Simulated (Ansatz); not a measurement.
# HSe+ (singlet): from Hartree-Fock to the top rungs at distance Se1–H2 = 2.427 Å, aug-cc-pVDZ

The task here is to estimate one member of a computed series from the others.

Method: aug-cc-pVDZ, core rule «outside noble gas», up to 14 orbitals frozen; program: Ansatz 0.2.0, Gaussian basis.

To be run: UHF; CCSD(T) on RHF; CCSD(T) on UHF; BCCD(T) on RHF; CISD; CCSDT(Q) on RHF; CCSDT(Q) on UHF; CASSCF and MRCISD+Q, 2 electrons in 2 orbitals; CASSCF and NEVPT2, 2 electrons in 2 orbitals; CASSCF and MRCISD+Q, 6 electrons in 5 orbitals; CASSCF and NEVPT2, 6 electrons in 5 orbitals; Full CI.

19 further runs of the same task are left out: 1 for a mislabelled method, 14 that didn't finish, 4 set aside as unsound or not needed.

## The geometry

The geometry derives from a PBE0/def2-TZVP stationary point (not a proven minimum). One bond is set to the value named and the two fragments are kept rigid. No spin-orbit coupling is included. The filled d shell of Se may be among the frozen orbitals whatever the setting's name suggests; the logs give the count.

2 atoms, charge 1, spin multiplicity 1.

Atoms are counted from 1 here; the program's logs count them from 0.

No contacts short enough for the rule that draws bonds.

Set-up of the first run:

Contents of in.yaml:

```yaml
crystal:
  periodic: [false, false, false]
  atoms:
    - {symbol: Se, position_ang: [0.000000, 0.000000, 0.000000]}
    - {symbol: H, position_ang: [0.000000, 0.000000, 2.427000]}
basis:
  gaussian: {orbitals: aug-cc-pVDZ}
total_charge: 1
magnetization: {spin_polarized: true, initial_magnetization: 0}
hamiltonian: {xc: hf}
output: {orbitals: {seedname: orbitals}}
```

The run is started by

```
ansatz run in.yaml --threads 1 --pin off --events-out ev --progress --plain --max-ram 2393MiB
```

Steps of the session up to this table: UHF; CCSD(T) on RHF; CCSD(T) on UHF; BCCD(T) on RHF; CISD; CCSDT(Q) on RHF; CCSDT(Q) on UHF; CASSCF and MRCISD+Q, 2 electrons in 2 orbitals; CASSCF and NEVPT2, 2 electrons in 2 orbitals; CASSCF and MRCISD+Q, 6 electrons in 5 orbitals; CASSCF and NEVPT2, 6 electrons in 5 orbitals; Full CI.

One of the session's tables, all rows but one given; the rest of the session is left out.

| method | from FCI (meV) |
| --- | --- |
| RHF | +4444.5 |
| RMP2 | +1570.9 |
| CISD | +810.4 |
| RCCSD | +434.9 |
| RCCSD(T) | +172.4 |
| BCCD(T) | +175.6 |
| RCCSDT | +18.7 |
| RCCSDT(Q) | ? |
| CASSCF valence | +2355.5 |
| NEVPT2 valence | +519.7 |
| MRCISD valence | +91.9 |
| MRCISD+Q valence | -23.8 |
| FCI | 0 |

**Question.** Estimate the row for RCCSDT(Q).

The run gave: from FCI (meV): -3.3. In the column «from FCI (meV)» it lies between MRCISD+Q valence (-23.8) and FCI (0).

Left out of the table: CASSCF pair, NEVPT2 pair, MRCISD pair, MRCISD+Q pair (the active space lost an orbital or holds another state than full CI finds).

Limits of these values: The report flags that the cluster equations may have other roots. Left out of the table: UHF, UMP2, UCCSD, UCCSD(T), UCCSDT, UCCSDT(Q) (another determinant or state than the rows shown). The program flags RCCSDT(Q) as in doubt, so those rows may rest on another solution; read them beside their warnings. RCCSDT(Q), MRCISD+Q valence fall below full CI, which methods that aren't variational can do. Warnings in the runs' records: passed over end.
